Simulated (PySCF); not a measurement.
# C2H6GeO2: the cost of one run

The runs use PySCF 2.14.0, with density-fitted response routines of our own; the level of theory stands in each step. All values are computed, except where a source is named. Atoms are numbered from 0 throughout.

### Step 1. The starting structure

11 atoms, charge 0, multiplicity 1; geometry from: GFN2-xTB. The atoms were then displaced at random by about 0.01 Å, so the start is not that level's minimum.

Bonds of the start (Å): C0–O1 1.39, O1–Ge2 1.76, Ge2–C3 2.05, C3–O4 1.16, C0–H5 1.11, C0–H6 1.07, C0–H7 1.11, Ge2–H8 1.49, Ge2–H9 1.53, C3–H10 1.12.

### Step 2. Geometry optimisation at PBE0-D3(BJ)/def2-SVP

What the job is given:

```
{"job": {"xc": "PBE0", "basis": "def2-SVP", "d3": "d3bj", "grid": 1, "shake": 0.01, "kind": "geom"}, "charge": 0, "multiplicity": 1}
C     -1.805890    -0.653250     0.334790
O     -0.431380    -0.576010     0.161690
Ge     0.504910     0.779330    -0.450430
C      2.358570    -0.077300    -0.296840
O      3.364590     0.421020    -0.592480
H     -2.350420    -0.497040    -0.623800
H     -2.051800    -1.614280     0.737520
H     -2.162270     0.144840     1.019380
H      0.050810     1.162620    -1.815500
H      0.288840     2.001640     0.436960
H      2.272150    -1.117410     0.112960
```

On the command line:

```sh
$ OMP_NUM_THREADS=1 python probes_run.py task.json out
```

One launch serves the whole session: the jobs run in the order shown.

Q: Estimate the wall time and peak memory of this first job on 1 thread of Arm Neoverse N1, shared host.

About 65 s, with a peak of 0.49 GiB.
